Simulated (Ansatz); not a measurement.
The system is HfMoC2.

```
Hf Mo C
1.0
     3.19142    0.00000    0.00000
     0.00000    3.19142    0.00000
     0.00000    0.00000    4.48516
Hf Mo C
1 1 2
Direct
  0.00000 0.00000 0.00000
  0.50000 0.50000 0.50000
  0.50000 0.50000 0.00000
  0.00000 0.00000 0.50000
```

The cell comes from a database or a generator and needn't be the stable form of this composition.

Base run:

* Program: Ansatz 0.2.0
* Functional: r2SCAN
* Potentials or basis: Ansatz PAW
* Cutoff: 500 eV (not typed: the program's choice for these potentials)
* k mesh: 8 × 8 × 6
* Occupations: fermi-dirac, width 0.05 eV
* Spin: no spin polarisation
* Hubbard terms: Hf d U = 6 eV, Mo d U = 6 eV

Its results: band gap on the k mesh none (metal or under the smearing width); pressure 5.7 GPa.

Problem. The run is repeated on the same cell with these changes: hubbard terms from Hf d U = 6 eV, Mo d U = 6 eV to Hf d U = 4 eV, Mo d U = 4 eV. What comes out?

Solution. Band gap on the k mesh none (metal or under the smearing width); pressure 1.9 GPa.

Caveats: U without spin polarisation on a metal has little footing; the PAW data sets come from PBE, with cores solved anew for the run's functional, which leaves a small shift of forces and pressure; the U is typed as a test and isn't derived for this compound; the density of states is complete only up to the lowest level of the last band computed.
